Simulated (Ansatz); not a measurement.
Which YAML input does this script hand to the engine? (Ansatz 0.2.0, Python API)

`run_deck.py`
```python
"""GdY3 from an input typed as a mapping."""

import ansatz
import pandas as pd


def main() -> None:
    inputs = {
        "crystal": {
            "lattice": [[5.100908, 0.0, 0.0], [0.0, 5.100908, 0.0], [0.0, 0.0, 5.100908]],
            "atoms": [
                {"symbol": "Y", "position": [0.5, 0.0, 0.5]},
                {"symbol": "Y", "position": [0.0, 0.5, 0.5]},
                {"symbol": "Y", "position": [0.5, 0.5, 0.0]},
                {"symbol": "Gd", "position": [0.0, 0.0, 0.0], "spin": 9.1},
            ],
        },
        "magnetization": {"spin_polarized": True},
        "kpoints": {"mp_grid": {"kspacing": 0.3}},
        "hamiltonian": {"xc": "lda"},
        "scf": {"occupations": {"method": "gaussian", "width": 0.1}},
        "basis": {"ecutwfc": 510},
        "output": {"forces": True},
    }

    planned = ansatz.Session.from_dict(inputs).plan(threads=1, pin="off")
    out = planned.execute()
    r = out.report

    energy = r["free_energy_ev"]
    print("GdY3: {:.6f} eV = {:.6f} Ry = {:.6f} Ha".format(energy, energy / 13.605693, energy / 27.211386))
    print("Fermi level {:.4f} eV, {} k-points, {} symmetry operations".format(r["fermi_energy_ev"], r["n_kpoints"], r["n_symmetry_ops"]))

    # forces in eV per angstrom
    table = pd.DataFrame(r["forces_ev_ang"], columns=["fx", "fy", "fz"])
    table.insert(0, "atom", [site["symbol"] for site in r["lattice"]["sites"]])
    print(table.round(4).to_string())

    print(f"net moment {r['magnetization_mub']:.3f} muB, absolute {r['absolute_magnetization_mub']:.3f} muB")
    for index, (site, m) in enumerate(zip(out.lattice.sites, r["site_moments_mub"])):
        print(f"  {index:2d} {site.symbol:2s} {m:7.3f}")


if __name__ == "__main__":
    main()
```

```console
$ python run_deck.py
DeckWarning: where an SCF of this run starts from atoms to list the orders of its open shells, Gd (site 3, from 0) starts with 6.64 μB on its 4f shell and 0.64 μB on its 5d shell, in the place of the 9.10 μB that the deck gives it: its open shells can hold no [...]
GdY3: -20363.253526 eV = -1496.671542 Ry = -748.335771 Ha
Fermi level 9.7294 eV, 10 k-points, 48 symmetry operations
  atom   fx   fy   fz
0    Y  0.0 -0.0  0.0
1    Y  0.0 -0.0  0.0
2    Y  0.0 -0.0 -0.0
3   Gd -0.0  0.0  0.0
net moment 7.280 muB, absolute 7.559 muB
   0 Y   -0.007
   1 Y   -0.007
   2 Y   -0.007
   3 Gd   7.151
```
(Warnings from the package without file and line, shortened.)

`input.yaml`:
```yaml
crystal:
  lattice:
    - [5.100908, 0.0, 0.0]
    - [0.0, 5.100908, 0.0]
    - [0.0, 0.0, 5.100908]
  atoms:
    - { symbol: "Y", position: [0.5, 0.0, 0.5] }
    - { symbol: "Y", position: [0.0, 0.5, 0.5] }
    - { symbol: "Y", position: [0.5, 0.5, 0.0] }
    - { symbol: Gd, position: [0.0, 0.0, 0.0], spin: 9.1 }
magnetization:
  spin_polarized: true
kpoints:
  mp_grid: { kspacing: 0.3 }
hamiltonian:
  xc: lda
scf:
  occupations: { method: gaussian, width: 0.1 }
basis:
  ecutwfc: 510
output:
  forces: true
```

On the command line:
```console
$ ansatz run input.yaml --threads 1 --pin off --max-ram 3072MiB --backend cpu --events-out ev --progress --plain --runs-dir out
Warning: where an SCF of this run starts from atoms to list the orders of its open shells, Gd (site 3, from 0) starts with 6.64 μB on its 4f shell and 0.64 μB on its 5d shell, in the place of the 9.10 μB that the deck gives it: its open shells can hold no more by Hund's first rule. To start from spheres of the given moment, type scf.initial_density.shell_occupations: []
Engine: ansatz 0.2.0, aarch64-unknown-linux-gnu
Pseudopotentials: kind: paw
Pseudopotential: Y, paw, valence charge 11, recommended cutoff 420 eV (normal), Y.paw.azcp
Pseudopotential: Gd, paw, valence charge 18, recommended cutoff 420 eV (normal), Gd.paw.azcp
Functional definition: SPW92
  exchange = slater_x
  correlation = pw_c
Crystal: 4 atoms, lattice volume = 132.722 Å³
Basis set: ecut = 510 eV, 3431 PW (Γ)
Bands: 37, of which v1, the nominal top of the filled ones, is band 26 counted from 1 (25 counted from 0)
Symmetry: 48 space group operations
Space group: Pm-3m (ITA 221), of the structure as read, at distance tolerance 5.1e-5 Å
Magnetic group: BNS 221.92 (UNI 1594), of the structure as read, at distance tolerance 5.1e-5 Å
k-points: 10 of 125
Non-local potential: Y, projectors of the file, l = 0: 3, l = 1: 2, l = 2: 2, l = 3: 1
Non-local potential: Gd, projectors of the file, l = 0: 3, l = 1: 2, l = 2: 2, l = 3: 3
PAW form: soft (Blöchl's): semilocal exchange-correlation on the pseudo side does not see the compensation charge
PAW frozen core: Y, regenerated for the run's functional, and the local potential with it (the file was generated under x = pbe(κ = 0.804, μ = 0.2195149727645171), c = pbe(β = 0.06672455060314922))
PAW frozen core: Gd, regenerated for the run's functional, and the local potential with it (the file was generated under x = pbe(κ = 0.804, μ = 0.2195149727645171), c = pbe(β = 0.06672455060314922))
PAW one-centre angular grid: Y, 590 points (default); XC on 64 Gauss nodes
PAW one-centre angular grid: Gd, 590 points (default); XC on 64 Gauss nodes
Initial density: superposition of atomic densities (chi_scale 0.1, normalization cell)
Starting moments: Σ|m| = 9.1 μB on 1 of 4 sites
Initial wavefunctions: pseudopotential atomic-orbital guess
Functional: x = slater, c = lda
iter 1 solved again at ethr=5.65e-4 eV; its pass at ethr=3.10e-3 eV (dr2=2.88e-1 eV) is discarded
SCF iter   1: F=—  HF=-20363.155020 eV  |F-HF|=—  |Δ(HF+E_count)|=         —  Δρ=1.26e-2 (↑5.98e-3 ↓1.26e-2)  dr2=2.91e-1  dr2_m=6.92e-2  M=7.181 μB ∫|m|=7.340 μB  β_m=0.30  ethr=5.65e-4  ⟨swp⟩=1.0  Hψ=3569  notcnv=0
Mixer restart at iter 1: flushing history
preconditioner: auto → Kerker (q_TF=auto, 2.326 Å⁻¹)  [metal: Δε(μ)=0.019 eV  Ē_g=3.469 eV  σ=0.100 eV  W_gap=0.11  n_scr=26 (ndim 8)  ℏωp=14.0 eV  f_vac=0.000  D(μ)=9.27/eV (n_scr^D=92)]
spin=Collinear: Kerker preconditioning applied to the charge; magnetization (m = ρ↑ − ρ↓) channel mixes plain (no charge-response kernel on spin).
SCF iter   2: F=—  HF=-20363.160675 eV  |F-HF|=—  |Δ(HF+E_count)|=   5.66e-3  Δρ=1.08e-2 (↑4.64e-3 ↓1.08e-2)  dr2=1.99e-1  dr2_m=4.92e-2  M=7.167 μB ∫|m|=7.358 μB  β_m=0.55  ethr=5.65e-4  ⟨swp⟩=1.0  Hψ=740  notcnv=0
SCF iter   3: F=—  HF=-20363.244288 eV  |F-HF|=—  |Δ(HF+E_count)|=   8.36e-2  Δρ=3.45e-3 (↑2.58e-3 ↓3.45e-3)  dr2=1.02e-2  dr2_m=9.28e-3  M=7.172 μB ∫|m|=7.458 μB  β_m=0.70  ethr=3.89e-4  ⟨swp⟩=3.0  Hψ=1594  notcnv=0
SCF iter   4: F=—  HF=-20363.252901 eV  |F-HF|=—  |Δ(HF+E_count)|=   8.61e-3  Δρ=1.71e-3 (↑9.52e-4 ↓1.71e-3)  dr2=9.23e-3  dr2_m=5.41e-4  M=7.202 μB ∫|m|=7.520 μB  β_m=0.64  ethr=2.01e-5  ⟨swp⟩=2.2  Hψ=1461  notcnv=0
SCF iter   5: F=—  HF=-20363.252912 eV  |F-HF|=—  |Δ(HF+E_count)|=   1.11e-5  Δρ=5.58e-4 (↑3.63e-4 ↓5.58e-4)  dr2=6.41e-4  dr2_m=1.74e-4  M=7.234 μB ∫|m|=7.539 μB  β_m=0.82  ethr=1.81e-5  ⟨swp⟩=2.0  Hψ=1350  notcnv=0
SCF iter   6: F=—  HF=-20363.253483 eV  |F-HF|=—  |Δ(HF+E_count)|=   5.71e-4  Δρ=1.31e-4 (↑1.31e-4 ↓1.20e-4)  dr2=5.63e-5  dr2_m=1.15e-5  M=7.259 μB ∫|m|=7.552 μB  β_m=0.91  ethr=1.26e-6  ⟨swp⟩=2.0  Hψ=1313  notcnv=0  defer=2
SCF iter   7: F=—  HF=-20363.253517 eV  |F-HF|=—  |Δ(HF+E_count)|=   3.39e-5  Δρ=4.39e-5 (↑3.33e-5 ↓4.39e-5)  dr2=3.77e-6  dr2_m=1.37e-6  M=7.271 μB ∫|m|=7.556 μB  β_m=0.95  ethr=1.10e-7  ⟨swp⟩=2.0  Hψ=987  notcnv=0  defer=2
SCF iter   8: F=—  HF=-20363.253526 eV  |F-HF|=—  |Δ(HF+E_count)|=   9.19e-6  Δρ=1.29e-5 (↑1.23e-5 ↓1.29e-5)  dr2=3.91e-7  dr2_m=8.52e-8  M=7.278 μB ∫|m|=7.558 μB  β_m=0.98  ethr=7.40e-9  ⟨swp⟩=2.0  Hψ=1231  notcnv=0  defer=2
SCF iter   9: F=—  HF=-20363.253526 eV  |F-HF|=—  |Δ(HF+E_count)|=   2.56e-7  Δρ=4.67e-6 (↑2.42e-6 ↓4.67e-6)  dr2=4.14e-8  dr2_m=8.15e-9  M=7.280 μB ∫|m|=7.558 μB  β_m=0.99  ethr=7.68e-10  ⟨swp⟩=2.0  Hψ=1230  notcnv=0  defer=2
SCF iter  10: F=-20363.253526 eV  HF=-20363.253526 eV  |F-HF|=3.79e-9  |Δ(HF+E_count)|=   7.89e-8  Δρ=2.47e-6 (↑1.01e-6 ↓2.47e-6)  dr2=8.90e-9  dr2_m=2.79e-9  M=7.280 μB ∫|m|=7.558 μB  ethr=8.11e-11  ⟨swp⟩=2.8  Hψ=2205  notcnv=0
SCF 1 converged in 10 iterations: F = -20363.253526 eV  dr2 = 8.90e-9
  greatest PAW one-centre occupation: 0.998 electrons in one spin orbital (limit 2), on the Gd atom at site 3 (counted from 0), in its partial waves of l = 0
SCF converged after 10 iterations
Magnetization: 7.2798 μB (29.1399 up, 21.8601 down)
Absolute magnetization: 7.5587 μB (∫|ρ↑−ρ↓|, with the PAW one-centre terms)
Spin contamination: 0.1783 ħ² per cell (⟨S²⟩ above its minimum at these occupations)
Per-site moments (μB) at R_I (Å): [(-0.007497549429926644, 1.487840737766093), (-0.007497549429929691, 1.487840737766093), (-0.007497549429929718, 1.487840737766093), (7.150769763693704, 1.487840737766093)]
Free energy (F): -20363.253526 eV
Harris-Foulkes:  -20363.253526 eV  (|F-HF|=3.79e-9)
Internal energy: -20363.212474 eV  (E = F + TS)
E sigma→0 (E₀):  -20363.233000 eV
Entropy (-TS):   -0.041052 eV (-10.263 meV/atom)
Fermi energy:    9.729369 eV
--- Per-component energies (eV) ---
  E_band       = -424.706939
  E_kinetic    = 1314.305489
  E_local      = -4230.821965  (includes V_loc(G=0)·N_el)
  E_nonlocal   = 462.451763
  E_hartree    = 1576.709214
  E_xc         = -742.277352
  E_vxc        = -842.712456  (∫ρ·V_xc dr)
  E_paw        = -14420.837478  (= ΣΔE_a)
  E_vpaw       = -281.343208  (= ΣTr[D̂ρ^β])
  E_aug_tail   = 0.000008  (compensation charges beyond the density's cutoff)
  E_ewald      = -4325.009943
  E_core_change = 2.267791  (= ΣΔE_core)
  E_smearing   = -0.041052  (= −TS)
  E_closure    = -0.000000  (closes the sum)
  Σ components = -20363.253526   (vs F -20363.253526, Δ=0.00e0)
--- Forces (eV/Å), atoms counted from 1 ---
  atom   1  Y      0.00000000    -0.00000000     0.00000000
  atom   2  Y      0.00000000    -0.00000000     0.00000000
  atom   3  Y      0.00000000    -0.00000000    -0.00000000
  atom   4  Gd    -0.00000000     0.00000000     0.00000000
  max |Σ_I F_I| component: 5.05e-29 eV/Å
```

Absolute energies stand on the zero of these potentials, so only differences at equal settings mean something. A total without «per atom» is that of the cell as typed. Open f shells: without a Hubbard U, without spin-orbit coupling; the state reached hangs on the start and needn't be the lowest. Only differences from the Fermi energy are physical; the zero of the scale is a convention. The structure comes from a database of computed cells and needn't be a stable or known phase. Run time: 8.5 s on 1 thread of Arm Neoverse V2 (shared host), peak memory 0.59 GiB.

(Lines on the test bed's own set-up are left out of the output.)
